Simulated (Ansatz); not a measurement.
**O (diamond type): a single-point run**

Wanted: a converged single-point run for O (diamond type), and a check of what comes out. The structure is shown as the input types it.

Program: Ansatz 0.2.0. Level of theory: DFT, PBEsol, all-electron LAPW, scalar-relativistic. These are calculated values, not measurements.

### 1 The starting structure

It takes space group Fd-3m (No. 227, cubic). The conventional cell has a = 3.660 Å, b = 3.660 Å, c = 3.660 Å, α = 90.00°, β = 90.00°, γ = 90.00°. O (site symmetry -43m) has 4 O at 1.58 Å in its first shell of neighbours.

As a file:

```
O
1.0
     0.00000    1.82991    1.82991
     1.82991    0.00000    1.82991
     1.82991    1.82991    0.00000
O
2
Direct
  0.87500 0.87500 0.87500
  0.12500 0.12500 0.12500
```

### 2 The calculation

The input, input.yaml:

```yaml
crystal:
  lattice:
    - [0.0, 1.8299106972, 1.8299106972]
    - [1.8299106972, 0.0, 1.8299106972]
    - [1.8299106972, 1.8299106972, 0.0]
  atoms:
    - { symbol: O, position: [-0.125, -0.125, -0.125] }
    - { symbol: O, position: [0.125, 0.125, 0.125] }
kpoints:
  mp_grid: { grid: [14, 14, 14] }
scf:
  occupations: { method: fermi_dirac, width: 0.08 }
  max_iter: 5
hamiltonian:
  xc: pbesol
  pseudopotentials: { kind: all_electron, lapw: { basis_error: 0.001 } }
output:
  forces: true
  stress: true
  eigenvalues: true
  populations: true
```

Launch:

```console
> ansatz run input.yaml --threads 1 --pin off --max-ram 2048MiB --backend cpu --events-out ev --progress --plain --runs-dir out
```

**Question.** How will this run end, and is anything wrong with its input?

The run converged and reported no error. It gives a pressure of 195 GPa, which is large; a structure far from rest gives such values too, whatever the setting.

Look at the input: scf.max_iter is 5. What could go wrong: too low a cap on iterations. The run converged, but that does not make its result sound.

To check: delete scf.max_iter (the default then holds).
